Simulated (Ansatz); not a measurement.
Write the native input for Ansatz 0.2.0 that does the following.

```yaml
Task: band structure
Functional: r2SCAN
Potentials_or_basis: Ansatz PAW
Cutoff: "500 eV (not typed: the program's choice for these potentials)"
k_mesh: 5 × 5 × 4
Occupations: fermi-dirac, width 0.05 eV
Spin: collinear spin, ferromagnetic start
Starting_moments: "[0.0, 0.0, 3.0, 3.0, 0.0, 0.0, 0.0, 0.0, 0.0] μB"
Path: "[[\"X\", \"G\", \"Y\"], [\"L\", \"G\", \"Z\"], [\"N\", \"G\", \"M\"], [\"R\", \"G\"]]"
Points_for_each_segment_of_the_path: 10
```

The system is CsLiCr2Te2S3.

```xyz
9
Lattice="6.1079 -0.0189 0.0058 -2.2882 5.9315 0.0033 -1.3846 -2.1940 7.5626" Properties=species:S:1:pos:R:3 pbc="T T T"
Cs   -1.2214   -1.5781    7.5175
Li    1.3578    2.1786    4.3464
Cr   -1.4737    1.7002    4.3877
Cr    1.8244   -1.0105    4.0654
Te    1.1800    3.9224    2.1382
Te   -1.8529    3.2545    2.2636
S     2.9223    0.6352    5.3580
S    -0.5181    3.2438    5.6675
S    -0.0026    0.2938    3.6808
```

The cell was built by a generator and needn't be a form met in nature.

The input as run:

input.yaml

```yaml
crystal:
  lattice:
    - [6.10792, -0.01886, 0.00581]
    - [-2.28822, 5.93151, 0.00333]
    - [-1.38462, -2.19395, 7.5626]
  atoms:
    - { symbol: Cs, position: [0.06348, 0.10178, 0.99394] }
    - { symbol: Li, position: [0.57026, 0.58143, 0.57403] }
    - { symbol: Cr, position: [0.07801, 0.50138, 0.5799], spin: 3.0 }
    - { symbol: Cr, position: [0.43162, 0.02972, 0.53722], spin: 3.0 }
    - { symbol: Te, position: [0.54458, 0.76732, 0.28198] }
    - { symbol: Te, position: [0.01143, 0.65932, 0.29902] }
    - { symbol: S, position: [0.778, 0.37133, 0.70773] }
    - { symbol: S, position: [0.39402, 0.82508, 0.74875] }
    - { symbol: S, position: [0.19605, 0.23009, 0.48646] }
hamiltonian:
  xc: r2scan
  pseudopotentials: { kind: paw }
magnetization:
  spin_polarized: true
kpoints:
  mp_grid: { grid: [5, 5, 4] }
  band_path:
    path:
      - [[-0.5, 0.0, 0.0], [0.0, 0.0, 0.0], [0.0, 0.0, 0.5]]
      - [[-0.5, 0.0, 0.5], [0.0, 0.0, 0.0], [0.0, 0.5, -0.5]]
      - [[-0.5, 0.5, -0.5], [0.0, 0.0, 0.0], [0.0, 0.5, 0.0]]
      - [[-0.5, 0.5, 0.0], [0.0, 0.0, 0.0]]
    npoints: 10
scf:
  occupations: { method: fermi_dirac, width: 0.05 }
  n_extra_bands: 22
output:
  forces: true
  stress: true
  eigenvalues: true
  fatbands: false
```

Potentials or basis: Ansatz PAW.

Launch:

```console
$ ansatz run input.yaml --threads 8 --pin off --max-ram 20480MiB --backend cpu --events-out ev --progress --plain --runs-dir out
```

It gave:

```
Pressure               : 0.0 GPa
Largest force          : 0.217 eV/Å
Band gap on the k mesh : none (metal or under the smearing width)
Net moment             : 5.78 μB per cell
Absolute moment        : 7.14 μB per cell
Site moments           : Cs +0.00; Li +0.00; Cr +2.46, +2.82; Te -0.03, -0.09; S -0.07, -0.10, -0.12 μB
```

Caveat: the magnetic or orbital state may not be the lowest; spin-orbit coupling is left out, which moves the levels of the heavy elements; only a ferromagnetic start was run, and an antiferromagnetic order may lie lower in energy; the PAW data sets come from PBE, with cores solved anew for the run's functional, which leaves a small shift of forces and pressure.

It took 3.4 min on 8 threads of Arm Neoverse V2, with other jobs on the host, peak memory 3.5 GiB.
